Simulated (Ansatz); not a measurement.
Geometry optimisation, Ansatz, DFT PBEsol, scalar-relativistic, plane waves, PAW.

input.yaml

```yaml
crystal:
  lattice:
    - [0.0, 5.43, 5.43]
    - [5.43, 0.0, 5.43]
    - [5.43, 5.43, 0.0]
  atoms:
    - { symbol: Si, position: [0.0, 0.0, 0.0] }
    - { symbol: Si, position: [0.125, 0.125, 0.125] }
    - { symbol: Si, position: [0.0, 0.0, 0.5] }
    - { symbol: Si, position: [0.125, 0.125, 0.625] }
    - { symbol: Si, position: [0.0, 0.5, 0.0] }
    - { symbol: Si, position: [0.125, 0.625, 0.125] }
    - { symbol: Si, position: [0.0, 0.5, 0.5] }
    - { symbol: Si, position: [0.125, 0.625, 0.625] }
    - { symbol: Si, position: [0.5, 0.0, 0.0] }
    - { symbol: Si, position: [0.625, 0.125, 0.125] }
    - { symbol: Si, position: [0.5, 0.0, 0.5] }
    - { symbol: Si, position: [0.625, 0.125, 0.625] }
    - { symbol: Si, position: [0.5, 0.5, 0.0] }
    - { symbol: Si, position: [0.625, 0.625, 0.125] }
    - { symbol: Si, position: [0.5, 0.5, 0.5] }
    - { symbol: Si, position: [0.625, 0.625, 0.625] }
    - { symbol: Fe, position: [1.25410063, 0.24662515, 0.24790402], spin: 2.5 }
magnetization:
  spin_polarized: true
basis:
  ecutwfc: 420.0
kpoints:
  mp_grid: { grid: [2, 2, 2] }
hamiltonian:
  xc: pbesol
  pseudopotentials: { kind: paw, azcp: { folder: soft_1 } }
scf:
  occupations: { method: gaussian, width: 0.02 }
  lower_state_search: "off"
relax:
  f_tol: 0.03
  max_steps: 60
  adjacent_minimum: "off"
```

Command:

```bash
$ ansatz run input.yaml --threads 2 --pin off --max-ram 5120MiB --backend cpu --events-out ev --progress --plain --runs-dir out
```

Where does it end, and by what steps?

The run converged. The force dipped under the threshold on the way, but the program's further checks kept it going. Limits of this set-up: coarse k mesh, PAW files made for another functional, a small cell, in which the defect meets its images. After 6 steps the energy has fallen by 0.022 eV; Si1 moved furthest, 0.05 Å.

| step | energy less start (eV) | largest force component (eV/Å) | accepted |
| --- | --- | --- | --- |
| 0 | 0.0000 | 0.248 | yes |
| 1 | -0.0170 | 0.091 | yes |
| 2 | -0.0190 | 0.043 | yes |
| 3 | -0.0210 | 0.079 | yes |
| 4 | -0.0219 | 0.052 | yes |
| 5 | -0.0223 | 0.016 | yes |
| 6 | -0.0223 | 0.016 | yes |

```xyz
17
Lattice="0.0000 5.4300 5.4300 5.4300 0.0000 5.4300 5.4300 5.4300 0.0000" Properties=species:S:1:pos:R:3
Si -0.051 0.005 0.005
Si 1.347 1.332 1.333
Si 2.711 2.699 -0.007
Si 4.075 4.063 1.366
Si 2.711 -0.008 2.699
Si 4.074 1.366 4.063
Si 5.457 2.714 2.714
Si 6.792 4.084 4.084
Si 0.014 2.717 2.717
Si 1.340 4.101 4.102
Si 2.706 5.434 2.733
Si 4.093 6.783 4.075
Si 2.707 2.733 5.435
Si 4.095 4.077 6.781
Si 5.435 5.431 5.428
Si 6.793 6.775 6.775
Fe 2.686 8.148 8.147
```

Whether the end is a true minimum wasn't checked by a vibrational analysis.

The run took 2.2 min on 2 threads of Arm Neoverse N1 (shared host), peak memory 0.75 GiB.
